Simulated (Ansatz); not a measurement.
# CH9BOSi2: a ladder of functionals and wavefunction methods

The task here is to estimate one member of a computed series from the others.

Program: Ansatz 0.2.0, Gaussian basis. Level of theory: functionals in def2-TZVPP, the program's frozen cores in correlated methods. These are calculated values, not measurements.

Levels to be run: LDA (SPW92), PBE-D4, revPBE-D4, BLYP-D4, r2SCAN-D4, B97M-V, PBE0-D4, B3LYP-D4, r2SCANh-D4, r2SCAN0-D4, HSE06-D4, BHLYP-D4, CAM-B3LYP-D4, LC-ωPBE, ωB97X-V, ωB97M-V, B2PLYP, PBE-QIDH; CCSD(T)/def2-SVP; CCSD(T)/def2-TZVPP; MP2/def2-QZVPP; extrapolation to the limit; RPA on PBE.

### The geometry

The geometry comes from an earlier relaxation with PBE0-D4 in a triple-zeta def2 set; it is a stationary point, not always the lowest conformer.

14 atoms, charge 0, spin multiplicity 1.

Atoms are counted from 1 here; the program's logs count them from 0.

Bond lengths: C1–Si2 1.882 Å, C1–H6 1.092 Å, C1–H7 1.092 Å, C1–H8 1.092 Å, Si2–Si3 2.347 Å, Si2–B4 2.021 Å, Si2–H9 1.495 Å, Si3–H10 1.491 Å, Si3–H11 1.490 Å, Si3–H12 1.489 Å, B4–O5 1.354 Å, B4–H13 1.206 Å, O5–H14 0.962 Å. Angles: Si2–C1–H6 111.5°, Si2–C1–H7 110.3°, Si2–C1–H8 110.5°, H6–C1–H7 108.3°, H6–C1–H8 108.3°, H7–C1–H8 107.8°, C1–Si2–Si3 110.4°, C1–Si2–B4 113.9°, C1–Si2–H9 110.3°, Si3–Si2–B4 107.0°, Si3–Si2–H9 105.8°, B4–Si2–H9 109.1°, Si2–Si3–H10 110.6°, Si2–Si3–H11 111.3°, Si2–Si3–H12 111.1°, H10–Si3–H11 107.7°, H10–Si3–H12 107.8°, H11–Si3–H12 108.1° and more.

Set-up of the first run:

Input file in.yaml:

```yaml
crystal:
  periodic: [false, false, false]
  atoms:
    - {symbol: C, position_ang: [-0.738374, -0.673494, 1.652335]}
    - {symbol: Si, position_ang: [-0.204759, -0.621285, -0.151603]}
    - {symbol: Si, position_ang: [2.107384, -0.251652, -0.309255]}
    - {symbol: B, position_ang: [-1.108867, 0.828037, -1.232066]}
    - {symbol: O, position_ang: [-1.767473, 1.810905, -0.574461]}
    - {symbol: H, position_ang: [-0.191750, -1.437594, 2.208573]}
    - {symbol: H, position_ang: [-0.558306, 0.292859, 2.128418]}
    - {symbol: H, position_ang: [-1.806079, -0.891004, 1.729623]}
    - {symbol: H, position_ang: [-0.451631, -1.944296, -0.803496]}
    - {symbol: H, position_ang: [2.469943, 1.066945, 0.283845]}
    - {symbol: H, position_ang: [2.875209, -1.301544, 0.417988]}
    - {symbol: H, position_ang: [2.555423, -0.251119, -1.729632]}
    - {symbol: H, position_ang: [-1.049807, 0.865309, -2.436333]}
    - {symbol: H, position_ang: [-2.144014, 2.478933, -1.155035]}
basis:
  gaussian: {orbitals: def2-TZVPP}
hamiltonian: {xc: lda}
output: {orbitals: {seedname: orbitals}}
```

Started as:

```
> ansatz run in.yaml --threads 4 --pin off --events-out ev --progress --plain --max-ram 10444MiB
```

Among the steps run: LDA; PBE-D4 (GGA); revPBE-D4 (GGA); BLYP-D4 (GGA); r2SCAN-D4 (meta-GGA); B97M-V (meta-GGA); B3LYP-D4 (hybrid); r2SCANh-D4 (hybrid); r2SCAN0-D4 (hybrid); HSE06-D4 (hybrid); BHLYP-D4 (hybrid); CAM-B3LYP-D4 (range-separated); LC-ωPBE (range-separated); ωB97X-V (range-separated); ωB97M-V (range-separated); B2PLYP (double hybrid); PBE-QIDH (double hybrid).

One of the session's tables, all rows but one given; the rest of the session is left out.

It belongs to the step «Frontier levels by functional». 

| functional | HOMO (eV) | gap (eV) |
| --- | --- | --- |
| LDA (SPW92) | -6.29 | 4.02 |
| PBE-D4 | -6.23 | 4.19 |
| revPBE-D4 | -6.19 | 4.26 |
| BLYP-D4 | -6.12 | 4.25 |
| r2SCAN-D4 | -6.46 | 4.68 |
| B97M-V | -6.57 | 4.66 |
| PBE0-D4 | -7.38 | 6.26 |
| B3LYP-D4 | ? | ? |
| r2SCANh-D4 | -6.89 | 5.43 |
| r2SCAN0-D4 | -7.53 | 6.55 |
| HSE06-D4 | -6.99 | 5.49 |
| BHLYP-D4 | -8.45 | 8.31 |
| CAM-B3LYP-D4 | -8.68 | 8.65 |
| LC-ωPBE | -9.97 | 11.07 |
| ωB97X-V | -9.66 | 10.65 |
| ωB97M-V | -9.44 | 10.19 |

Q: Estimate the row for B3LYP-D4 from the others.

Worked estimate for «HOMO (eV)». Against the share of exact exchange, BLYP-D4 (0, -6.12), BHLYP-D4 (0.5, -8.45) give a slope of -4.66 per unit share; at 0.2 the line stands at -7.05.

As computed: HOMO (eV): -7.20; gap (eV): 5.89. In «HOMO (eV)» the line misses by +0.15.
